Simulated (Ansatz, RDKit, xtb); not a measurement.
**C4H8Si: which of the isomers drawn lies lowest?**

A sample of isomers of C4H8Si is drawn. Aim: find which of them has the lowest free energy at 298.15 K, then its properties. The sample is small against all isomers, and the most stable one of this formula need not be in it.

Plan: many cheap relaxations first (GFN2-xTB), then density-functional screening, relaxation at r2SCAN-D4/def2-SVP, vibrations (at GFN2-xTB) and a final energy. The numbers are computed, not measured.

## (1) Possible bonding patterns

Isomers were taken from a list of plausible structures; this is a sample, not all of them. That gives 3 candidates.

```tsv
label	SMILES	spin
c249	C=C/C=C/[SiH3]	singlet
c271	C=CC(=C)[SiH3]	singlet
c713	C=C/C=C\[SiH3]	singlet
```

Candidates are built by distance geometry, with a force field where one applies, in up to four conformers (letters a to d).

**Question.** With final energies at CCSD(T)/def2-SVP + MP2/def2-TZVPP - MP2/def2-SVP, which structure will this search put lowest in free energy, and by what margin?

| quantity | value |
| --- | --- |
| lowest structure found | C=C/C=C/[SiH3], singlet |
| next finalist | C=CC(=C)[SiH3], singlet, 1.6 kcal/mol higher in G |
| share at equilibrium, among the finalists | 90.1 % |

`C=C/C=C/[SiH3]` comes out lowest. The margin, 1.6 kcal/mol, is modest. GFN2-xTB, HF/STO-3G, r2SCAN-D4/def2-SVP, r2SCAN-D4/def2-SVP, relaxed, HF/def2-SVP and MP2/def2-SVP already put its bonding pattern lowest among the structures in one piece. The search is not exhaustive (a finite list of starts, one conformer a finalist), so a lower isomer can't be ruled out. Only 3 drawn patterns were tried, so whole families of isomers are missing, and the result ranks this sample alone.
